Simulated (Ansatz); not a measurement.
# C₂H₅AlO: a ladder of functionals and wavefunction methods

How much do the methods differ for C₂H₅AlO? The plan is to run it at one geometry with functionals of several rungs and with coupled cluster. The yardstick is the atomisation energy at the CCSD(T) limit.

Computed with Ansatz 0.2.0, Gaussian basis. Level: functionals in def2-TZVPP, the program's frozen cores in correlated methods.

Plan: LDA (SPW92), PBE-D4, revPBE-D4, BLYP-D4, r2SCAN-D4, B97M-V, PBE0-D4, B3LYP-D4, r2SCANh-D4, r2SCAN0-D4, HSE06-D4, BHLYP-D4, CAM-B3LYP-D4, LC-ωPBE, ωB97X-V, ωB97M-V, B2PLYP, PBE-QIDH; CCSD(T)/def2-SVP; CCSD(T)/def2-TZVPP; MP2/def2-QZVPP; extrapolation to the limit; RPA on PBE.

### 1 Structure used throughout

The geometry comes from an earlier relaxation with PBE0-D4 in a triple-zeta def2 set; it is a stationary point, not always the lowest conformer.

SMILES `[OH][Al]1[CH2][CH2]1`, 9 atoms, charge 0, spin multiplicity 1.

Atoms are counted from 1 here; the program's logs count them from 0.

Bond lengths: O1–Al2 1.687 Å, O1–H5 0.956 Å, Al2–C3 1.886 Å, Al2–C4 1.892 Å, C3–C4 1.619 Å, C3–H6 1.089 Å, C3–H7 1.089 Å, C4–H8 1.089 Å, C4–H9 1.089 Å. Angles: Al2–O1–H5 123.8°, O1–Al2–C3 153.1°, O1–Al2–C4 156.2°, C3–Al2–C4 50.7°, Al2–C3–C4 64.8°, Al2–C3–H6 123.1°, Al2–C3–H7 123.0°, C4–C3–H6 113.8°, C4–C3–H7 113.7°, H6–C3–H7 109.5°, Al2–C4–C3 64.4°, Al2–C4–H8 123.1°, Al2–C4–H9 123.2°, C3–C4–H8 113.7°, C3–C4–H9 113.8°, H8–C4–H9 109.5°.

### 2 LDA

This LDA is Slater exchange with PW92 correlation.

File in.yaml:

```yaml
crystal:
  periodic: [false, false, false]
  atoms:
    - {symbol: O, position_ang: [-0.446362, 1.463254, -2.087370]}
    - {symbol: Al, position_ang: [-0.117510, 0.519615, -0.728164]}
    - {symbol: C, position_ang: [1.005663, -0.111495, 0.649505]}
    - {symbol: C, position_ang: [-0.491950, -0.726277, 0.645547]}
    - {symbol: H, position_ang: [-1.289957, 1.472104, -2.536696]}
    - {symbol: H, position_ang: [1.785500, -0.854083, 0.486949]}
    - {symbol: H, position_ang: [1.237699, 0.471672, 1.539505]}
    - {symbol: H, position_ang: [-0.523985, -1.802259, 0.479122]}
    - {symbol: H, position_ang: [-1.070598, -0.478730, 1.534501]}
basis:
  gaussian: {orbitals: def2-TZVPP}
hamiltonian: {xc: lda}
output: {orbitals: {seedname: orbitals}}
```

On the command line:

```sh
$ ansatz run in.yaml --threads 2 --pin off --events-out ev --progress --plain --max-ram 4352MiB
```

Further steps of the session: PBE-D4 (GGA); revPBE-D4 (GGA); BLYP-D4 (GGA); r2SCAN-D4 (meta-GGA); B97M-V (meta-GGA); B3LYP-D4 (hybrid); r2SCANh-D4 (hybrid); r2SCAN0-D4 (hybrid); HSE06-D4 (hybrid); BHLYP-D4 (hybrid); CAM-B3LYP-D4 (range-separated); LC-ωPBE (range-separated); ωB97X-V (range-separated); ωB97M-V (range-separated); B2PLYP (double hybrid); PBE-QIDH (double hybrid); CCSD(T) in def2-SVP; CCSD(T) in def2-TZVPP; MP2 in def2-QZVPP; RPA on PBE orbitals.

Q: Predict the results of all the runs planned. Wanted: atomisation energy, CCSD(T)/CBS; farthest beyond LDA; mean size of error, GGA; mean size of error, meta-GGA; mean size of error, hybrid; mean size of error, range-separated; mean size of error, double hybrid; gap, smallest and largest; T1 diagnostic.

**Answer**, as computed:

| quantity | value |
| --- | --- |
| atomisation energy, CCSD(T)/CBS | 796.1 kcal/mol |
| functionals within 4.0 kcal/mol (0.5 %) | r2SCAN-D4, B97M-V, PBE0-D4, r2SCANh-D4, HSE06-D4, CAM-B3LYP-D4, LC-ωPBE, ωB97X-V, ωB97M-V |
| farthest beyond LDA | BHLYP-D4 (-29.2 kcal/mol) |
| mean size of error, GGA | 8.9 kcal/mol |
| mean size of error, meta-GGA | 1.9 kcal/mol |
| mean size of error, hybrid | 8.5 kcal/mol |
| mean size of error, range-separated | 0.7 kcal/mol |
| mean size of error, double hybrid | 7.8 kcal/mol |
| gap, smallest and largest | 3.08 eV (LDA (SPW92)), 9.95 eV (LC-ωPBE) |
| T1 diagnostic | 0.0117 |
| triples share of the correlation energy | 3.9 % |

In words: The LDA atomisation energy is off by 113.2 kcal/mol (14 %): it overbinds. PBE-D4 misses by +13.2 kcal/mol. Double hybrids carry the basis error of their MP2 part in triple zeta, and no dispersion term here, so their miss is partly the set-up's. The rungs range-separated, meta-GGA miss on average by less than the doubt on the reference (4.0 kcal/mol), so they tie. The reference freezes the cores and leaves out relativity and excitations past (T), so misses under about 4.0 kcal/mol can't be ranked. Hartree-Fock recovers 72 % of the binding; the rest is correlation. CCSD(T) in def2-SVP is off by -46.3 kcal/mol, more than most functionals: a good method in a small basis is no reference. The gap grows from 3.1 to 9.9 eV across the functionals, mostly with the share of exact exchange.
